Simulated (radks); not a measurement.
**Rb in [Kr] 5s1: an all-electron calculation**

One table from this session's results is given with a row withheld; the runs are named, their logs left out.

The numbers are computed with radks (a radial shooting solver on a logarithmic mesh, Libxc functionals) version 1 (Dirac Kohn-Sham, PBE, spin-unpolarised, spherical densities, finite nucleus), except any that are marked as measured or tabulated.

### The system

| Quantity | Value |
| --- | --- |
| element | rubidium (Z = 37) |
| charge | 0 |
| electrons | 37 |
| configuration | [Kr] 5s1 |
| nuclear rms radius | 4.2036 fm |

The outer shells:

Rb
```
[Kr] core
5s [↑ ]
```

Set-up of the first run:

The run's settings:

```text
Z 37
configuration [Kr] 5s1 4d0 5p0
relativity Dirac
functional pbe,pbe
spin unpolarised
j_filling average
nucleus finite rms 4.2036 fm
c 137.035999084
```

On the command line:

```
python run_ks.py task.json out
```

This one command runs every case of the session in turn.

Among the steps run: Self-consistent calculation.

One table of the session follows, with a row left open; its other results are not shown here.

It belongs to the step «Orbitals and density». Sizes of the orbitals, from the radial functions (bohr):

| level | <r> | outermost maximum (interpolated) | 90 % within | nodes |
| --- | --- | --- | --- | --- |
| 1s1/2 | 0.04029 | 0.0263 | 0.0721 | 0 |
| 2s1/2 | 0.1776 | 0.150 | 0.275 | 1 |
| 2p1/2 | 0.1523 | 0.117 | 0.249 | 0 |
| 2p3/2 | 0.1563 | 0.121 | 0.255 | 0 |
| 3s1/2 | 0.5104 | 0.451 | 0.758 | 2 |
| 3p1/2 | 0.5116 | 0.441 | 0.779 | 1 |
| 3p3/2 | 0.5221 | 0.449 | 0.794 | 1 |
| 3d3/2 | 0.5231 | 0.392 | 0.852 | 0 |
| 3d5/2 | 0.5269 | 0.394 | 0.858 | 0 |
| 4s1/2 | 1.456 | 1.26 | 2.15 | 3 |
| 4p1/2 | 1.701 | 1.41 | 2.58 | 2 |
| 4p3/2 | 1.740 | 1.44 | 2.64 | 2 |
| 5s1/2 | 5.247 | 4.37 | 7.91 | 4 |
| 5p1/2 | 7.519 | 6.11 | 11.4 | 3 |
| 5p3/2 | ? | ? | ? | ? |

Q: Estimate the row for 5p3/2 from the others.

The run gave: <r>: 7.646; outermost maximum (interpolated): 6.21; 90 % within: 11.6; nodes: 3. In the column «<r>» it is the highest.

To keep in mind: Spin polarisation and multiplet splitting are left out.
